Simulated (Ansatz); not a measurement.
This script drives Ansatz 0.2.0 through its Python package.

`methods_ch5bsesi.py`:
```python
'''One geometry of CH5BSeSi, method by method.'''

from pathlib import Path

import ansatz as az
import numpy as np

ch5bsesi = (
    az.Crystal.molecule()
    .atom('Se', [-1.7321, -0.0258, 1.8026])
    .atom('Si', [-0.9614, 0.1171, -0.3354])
    .atom('B', [0.8884, 0.916, -0.2317])
    .atom('C', [0.7268, -0.5816, -0.5966])
    .atom('H', [-0.7832, -1.1013, 2.1336])
    .atom('H', [-1.6566, 0.9151, -1.3684])
    .atom('H', [1.6838, 1.8146, 0.0017])
    .atom('H', [0.9351, -0.8127, -1.6554])
    .atom('H', [0.9877, -1.2876, 0.2324])
)

calculation = ch5bsesi.calculation().basis(gaussian='def2-SVP')

print('functional    E (Ha)        dipole (D)   HOMO (eV)  LUMO (eV)')
for name in ['b3lyp', 'blyp', 'pbe0', 'lda', 'lc_wpbe', 'cam_b3lyp']:
    report = calculation.functional(name).forces().orbitals().run(threads=1, runs_dir='runs').report
    lines = Path(report['orbitals_path']).read_text().splitlines()
    field_of = lambda key: [line.split('=')[1].strip() for line in lines if line.startswith(key)]
    orbitals = [(27.211386 * float(e), s, float(n)) for e, s, n in zip(field_of('Ene='), field_of('Spin='), field_of('Occup='))]
    homo = max(e for e, _, n in orbitals if n > 0.5)
    lumo = min(e for e, _, n in orbitals if n < 0.5)
    dipole = 4.803205 * np.linalg.norm(report['charge_distribution']['dipole_moment_e_ang'])
    print(f'{name:10s} {report["free_energy_ev"] / 27.211386246:14.6f} {dipole:9.3f} {homo:11.3f} {lumo:10.3f}')
```

It is started by `python methods_ch5bsesi.py`. How long does it take on 1 thread of Arm Neoverse V2, on a shared host, and how much memory does it need?

It took about 25 s, with a peak of 0.32 GiB, for 6 runs of the engine.

```console
$ python methods_ch5bsesi.py
functional    E (Ha)        dipole (D)   HOMO (eV)  LUMO (eV)
b3lyp        -2756.554238     1.599      -5.132     -1.917
blyp         -2756.479726     1.501      -4.156     -2.512
pbe0         -2756.007747     1.705      -5.367     -1.808
lda          -2751.237683     1.639      -4.448     -3.030
lc_wpbe      -2756.023191     1.801      -7.831      0.562
cam_b3lyp    -2756.570946     1.669      -6.523     -0.543
```

These settings explore the input space; basis and method may be short of convergence. The geometry is a force-field or estimated start, not a minimum of this method, and the basis set is short of its limit. A lower total doesn't mark the better method: functionals have no common bound, and MP2 and coupled cluster aren't variational. b3lyp holds the VWN-RPA fit, as in Gaussian; the form of ORCA and Turbomole is b3lyp5. Levels such as HOMO and LUMO are orbital energies: with these approximate functionals they aren't the ionisation energy and electron affinity, and their gap isn't the fundamental gap.
